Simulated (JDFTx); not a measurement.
The system is Br.

```
CELL_PARAMETERS angstrom
3.36325 -2.32255 0.00000
3.36325 2.32255 0.00000
0.00000 0.00000 8.70230
ATOMIC_POSITIONS crystal
Br 0.36510 0.63490 0.39010
Br 0.13490 0.86510 0.89010
Br 0.63490 0.36510 0.60990
Br 0.86510 0.13490 0.10990
```

| Property | Result |
| --- | --- |
| Program | JDFTx 1.7.0 (patched build) |
| Task | relaxation of cell and atoms |
| Functional | PBE |
| Potentials or basis | PseudoDojo-SR-PBE-0.5-standard with smoothed tails |
| Cutoff | 626 eV |
| Density cutoff | 5007 eV |
| k mesh | 3 × 3 × 1 |
| Occupations | fermi-dirac, width 0.05 eV |
| Spin | no spin polarisation |

At the start: pressure 1.5 GPa; volume 33.99 Å³/atom.

**Question.** Where does the relaxation end?

**Answer.** Over 27 steps the energy falls by 95.6 meV/atom and the volume is 34.05 Å³/atom (+0.2 %); space group Cmce (No. 64, to 0.05 Å).

The path:
```tsv
step	energy change (eV)	largest force (eV/Å)	pressure (GPa)	volume (Å³)
1	0.0000	0.9959	1.54	135.95
2	-0.0374	0.7193	0.96	136.16
3	-0.0890	0.2399	-0.16	136.45
4	-0.1081	0.1398	-0.47	136.26
5	-0.1437	0.0997	-0.59	135.43
6	-0.1824	0.0943	-0.05	134.02
7	-0.2208	0.1067	0.36	132.24
8	-0.2466	0.1393	0.33	132.86
9	-0.2966	0.1855	0.39	133.03
10	-0.3561	0.2932	1.04	132.19
11	-0.3510	0.3198	1.18	131.54
12	-0.3561	0.2647	1.03	131.69
13	-0.3702	0.0913	0.39	132.51
14	-0.3737	0.0518	0.13	133.00
15	-0.3762	0.0218	0.03	133.33
16	-0.3785	0.0442	0.16	133.37
17	-0.3803	0.0396	0.15	133.69
18	-0.3817	0.0048	0.10	134.62
19	-0.3820	0.0183	-0.01	135.01
20	-0.3820	0.0178	-0.02	135.02
21	-0.3821	0.0104	0.05	135.03
22	-0.3822	0.0042	0.04	135.08
23	-0.3823	0.0003	0.02	135.23
24	-0.3823	0.0002	0.02	135.31
25	-0.3825	0.0015	0.01	135.88
26	-0.3825	0.0049	0.02	136.02
27	-0.3825	0.0011	0.00	136.19
```

Final structure:
```xyz
4
Lattice="3.9935 -1.9957 0.0000 3.9935 1.9957 0.0000 0.0000 0.0000 8.5440" Properties=species:S:1:pos:R:3 pbc="T T T"
Br    3.9935    0.6405    3.2274
Br    3.9935    1.3552    7.4994
Br    3.9935   -0.6405    5.3166
Br    3.9935   -1.3552    1.0446
```

Caveat: the k mesh is coarse (spacing up to 0.72 Å⁻¹), so the values aren't converged.
